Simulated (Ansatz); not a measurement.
## C2H6O2SSi, SMILES O=C(O)CS[SiH3]: a single point in a Gaussian basis

Run with Ansatz's Python interface.

`c2h6o2ssi.py`
```python
"""Single point of C2H6O2SSi in a Gaussian basis."""

import json

import ansatz

BASIS_SET = "6-31G*"

molecule = (
    ansatz.Crystal.molecule()
    .atom("O", (-1.5794, -0.1633, 1.2248))
    .atom("C", (-1.2631, 0.6082, 0.2801))
    .atom("O", (-1.426, 1.9827, 0.4202))
    .atom("C", (-0.6995, 0.0514, -0.9874))
    .atom("S", (1.0562, 0.5177, -1.1663))
    .atom("Si", (1.816, -0.9501, 0.2188))
    .atom("H", (-1.8007, 2.3768, 1.2749))
    .atom("H", (-1.2618, 0.4811, -1.8422))
    .atom("H", (-0.8216, -1.0526, -1.0265))
    .atom("H", (1.2891, -0.6821, 1.5651))
    .atom("H", (3.284, -0.8747, 0.2508))
    .atom("H", (1.4071, -2.2952, -0.2123))
)

model = (
    molecule.calculation()
    .basis(gaussian=BASIS_SET)
    .functional(ansatz.LibraryFunctional("wB97M-V"))
)
print(model.to_yaml())
result = model.run(threads=1)
rep = result.report

for key in ("converged", "free_energy_ev", "reference_energy_ev", "n_frozen", "n_occupied", "n_virtual"):
    print(f"{key:22s} {rep[key]}")
with open("c2h6o2ssi.json", "w") as handle:
    json.dump({k: rep[k] for k in ("free_energy_ev", "reference_energy_ev", "n_occupied", "n_virtual")}, handle, indent=1)
```

```console
$ python c2h6o2ssi.py
crystal:
  periodic: [false, false, false]
  atoms:
    - { symbol: O, position_ang: [-1.5794, -0.1633, 1.2248] }
    - { symbol: C, position_ang: [-1.2631, 0.6082, 0.2801] }
    - { symbol: O, position_ang: [-1.426, 1.9827, 0.4202] }
    - { symbol: C, position_ang: [-0.6995, 0.0514, -0.9874] }
    - { symbol: S, position_ang: [1.0562, 0.5177, -1.1663] }
    - { symbol: Si, position_ang: [1.816, -0.9501, 0.2188] }
    - { symbol: H, position_ang: [-1.8007, 2.3768, 1.2749] }
    - { symbol: H, position_ang: [-1.2618, 0.4811, -1.8422] }
    - { symbol: H, position_ang: [-0.8216, -1.0526, -1.0265] }
    - { symbol: H, position_ang: [1.2891, -0.6821, 1.5651] }
    - { symbol: H, position_ang: [3.284, -0.8747, 0.2508] }
    - { symbol: H, position_ang: [1.4071, -2.2952, -0.2123] }
basis:
  gaussian:
    orbitals: "6-31G*"
hamiltonian:
  xc:
    name: wB97M-V

converged              True
free_energy_ev         -24974.573387436925
reference_energy_ev    -24974.573387436925
n_frozen               0
n_occupied             [32, 32]
n_virtual              [78, 78]
```

`c2h6o2ssi.json`, as written:
```json
{
 "free_energy_ev": -24974.573387436925,
 "reference_energy_ev": -24974.573387436925,
 "n_occupied": [
  32,
  32
 ],
 "n_virtual": [
  78,
  78
 ]
}
```

Reading the output:
- These settings explore the input space; basis and method may be short of convergence.
- The geometry is a force-field or estimated start, not a minimum of this method, and the basis set is short of its limit.
- Run time: 8.9 s on 1 thread of AMD EPYC 9R45 96-Core Processor (Zen 5), with other jobs on the host, peak memory 0.42 GiB.

(Lines on the test bed's own set-up are left out of the output.)
